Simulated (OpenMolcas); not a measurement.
# Au²⁺ among point charges: CASSCF and CASPT2 levels and susceptibility

Aim: the splitting of the states of Au²⁺ in the field of 4 point charges, its lowest levels with spin-orbit coupling and its magnetic susceptibility.

Method: state-averaged CASSCF and CASPT2, spin-orbit coupling by RASSI with atomic mean-field integrals. Code: OpenMolcas 26.06.

## 1. Starting point

* Species: Au²⁺ (gold, Z = 79, 77 electrons)
* Basis: ANO-RCC-VDZP [7s6p4d2f], 59 functions
* Scalar Hamiltonian: DKH2, point nucleus
* Inactive shells: 1s 2s 2p 3s 3p 3d 4s 4p 4d 4f 5s 5p
* Active space: 9 electrons in 5 orbitals (5d)
* Some configurations of this space: 5d9
* Orbitals: optimised for each spin and parity, averaged over all roots

Outer shells as boxes (Hund's rule):

5d9
```
5d [↑↓][↑↓][↑↓][↑↓][↑ ]
```

The ion sits among 4 point charges of -2 e arranged as a tetrahedron (Td), 1.64 Å from the ion.

Each step is its own input file, run in one work folder so that later steps find the files of earlier ones. Labels, J, g values, rates, χT and fits are worked out afterwards by a script from the matrices that RASSI stores.

## 2. Basis and integrals

The input, a.inp:

```
&GATEWAY
Coord
1

Au 0.0 0.0 0.0
Basis=ANO-RCC-VDZP
Group=NoSym
NoMove
AngMom=0.0 0.0 0.0
AMFI
XField
4 Angstrom 0
0.946854 0.946854 0.946854 -2.000000
0.946854 -0.946854 -0.946854 -2.000000
-0.946854 0.946854 -0.946854 -2.000000
-0.946854 -0.946854 0.946854 -2.000000
&SEWARD
```

On the command line:

```
> OMP_NUM_THREADS=1 MOLCAS_MEM=1689 MOLCAS_PROJECT=a pymolcas a.inp > a.log
```

## 3. CASSCF: doublets, 5 roots

The input, a.inp:

```
&RASSCF
FileOrb=start.orb
Symmetry=1
Spin=2
nActEl=9 0 0
Inactive=34
Ras2=5
CIRoot=5 5 1
SDav=5
CIMx=300
Iter=120 100
PrWF=0.3
OrbListing=Nothing
MaxOrb=0
>>> COPY $Project.JobIph JOB001
```

start.orb holds the contracted functions of the basis, ordered by shell, or the orbitals of the step before.

## 4. RASSI: spin-orbit coupling between the states

The input, a.inp:

```
&RASSI
NrOfJobIphs=1 5
1 2 3 4 5
IphNames
JOB001
EJob
SpinOrbit
DIPRint=1.0
SOCoupling=1000.0
Subsets=2
Property=9
'ANGMOM' 1 'ANGMOM' 2 'ANGMOM' 3 'MLTPL  1' 1 'MLTPL  1' 2 'MLTPL  1' 3
'AMFI' 1 'AMFI' 2 'AMFI' 3
SOProperty=3
'ANGMOM' 1 'ANGMOM' 2 'ANGMOM' 3
```

## 5. CASPT2: IPEA 0.25, imaginary shift 0.1 (closed shells correlated: 4f 5s 5p)

The input, a.inp:

```
>>> COPY JOB001 $Project.JobIph
&CASPT2
Multistate=5 1 2 3 4 5
NoMult
Frozen=23
IPEA=0.25
Imaginary=0.1
MaxIter=60
WThr=0.0 0.3 0.05
PrWF=0.5
NoMix
```

(Steps that only read results are left out.)

What does the calculation give? Wanted: spin-free ground state; first state of the same spin within the active space; lowest level; next level.

As calculated:

| quantity | value |
| --- | --- |
| method | SS-CASPT2, IPEA 0.25, imaginary shift 0.1 (closed shells correlated: 4f 5s 5p) |
| spin-free ground state | 2T2, 3-fold in its orbital part |
| first state of the same spin within the active space | 2E at 4650 cm⁻¹ |
| lowest level | 2-fold Γ7, g = 1.82, 1.82, 1.82 |
| next level | 1507.3 cm⁻¹ |
| χT at 300 K | 0.63 cm³ K/mol |
| effective moment at 300 K | 2.24 μB |

Cost by method:

```
                                                 method  time of its own steps  time with the reference
                                              A. CASSCF                  6.3 s                    6.3 s
B. SS-CASPT2, IPEA 0.25, imaginary shift 0.1, +4f 5s 5p                  4.3 s                     11 s
```

Times are of one thread on a shared host.

The spin-free ground state (2T2) comes to 100 % from free-ion D terms and keeps the highest spin of the shell. χT at 300 K is 0.63, against 0.38 cm³ K/mol for the spin alone, so orbital moment adds to it. A ligand-field fit to the states below 45000 cm-1 gives 10Dq = -4650 cm-1, the gap between the two states. CASPT2 does not keep the components of a term degenerate, and the means are used. The field of point charges can differ much from that of real complexes. This is an electrostatic model: the charges have no orbitals.
